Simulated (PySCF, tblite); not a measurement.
# C₅H₉Cl₂ radical: geometry, infrared bands and EPR parameters

What infrared bands and EPR parameters should C₅H₉Cl₂ radical (`CC(C)(C)[C](Cl)Cl`) show?

The runs use tblite 0.8.0 and PySCF 2.14.0, with density-fitted response routines of our own; the level of theory stands in each step. All values are computed, except where a source is named. Atoms are numbered from 0 throughout.

## (1) The starting structure

16 atoms, charge 0, multiplicity 2; geometry from: force field or distance geometry start.

Bonds of the start (Å): C0–C1 1.54, C1–C2 1.53, C1–C3 1.55, C1–C4 1.53, C4–Cl5 1.73, C4–Cl6 1.71, C0–H7 1.11, C0–H8 1.09, C0–H9 1.10, C2–H10 1.09, C2–H11 1.11, C2–H12 1.10, C3–H13 1.10, C3–H14 1.10, C3–H15 1.08.

## (2) Relaxing the molecule with GFN2-xTB

Job settings and geometry (Å):

```
{"job": {"kind": "relax", "xc": "GFN2-xTB", "basis": "xTB"}, "charge": 0, "multiplicity": 2}
C      0.210200     1.319600    -0.730100
C     -0.074500     0.034700     0.063900
C     -0.330100    -1.121500    -0.912400
C      1.224600    -0.276800     0.847500
C     -1.260000     0.188100     1.011000
Cl    -2.653100     1.072000     0.487700
Cl    -1.429200    -0.835900     2.372800
H      0.344400     2.187400    -0.059200
H      1.115100     1.224000    -1.334700
H     -0.618500     1.555100    -1.417900
H      0.502700    -1.256900    -1.602200
H     -1.232200    -0.925500    -1.524700
H     -0.502700    -2.067900    -0.384700
H      1.428600     0.477400     1.615600
H      1.176300    -1.250100     1.357000
H      2.090700    -0.314800     0.198900
```

Run with:

```
> OMP_NUM_THREADS=1 python probes_run.py task.json out
```

One launch serves the whole session: the jobs run in the order shown.

**Question.** This job is followed by: GFN2-xTB harmonic vibrations, gas phase; UKS B3LYP, pcH-1 on C Cl H, non-relativistic, mean-field spin-orbit, GIAO. What will the session give for the following? strongest single infrared mode (GFN2-xTB); zero-point energy (GFN2-xTB); g(iso) (B3LYP); ⟨S²⟩; largest a(iso) (averaged by class); surface potential, 1st and 99th percentile.

As calculated:

| quantity | value |
| --- | --- |
| strongest single infrared mode (GFN2-xTB) | 3046 cm⁻¹, 77 km/mol |
| zero-point energy (GFN2-xTB) | 79.6 kcal/mol |
| g(iso) (B3LYP) | 2.00801 |
| ⟨S²⟩ | 0.754 (exact 0.75) |
| largest a(iso) (averaged by class) | 13C on C4, 250.9 MHz |
| surface potential, 1st and 99th percentile | -0.48 V and 0.79 V |

In words: Relaxing lowered the energy by 0.124 eV in 44 steps; the close pair that moved most is C1–C4, from 1.525 to 1.501 Å. All 42 modes are real, so the xTB geometry is a minimum. GFN2-xTB is a fitted tight-binding method: band positions and strengths are rough. Its intensities can rank the bands wrongly. Most of the unpaired spin sits on C4 (0.83 e). The isotropic g lies 5.7 ppt above the free-electron value.
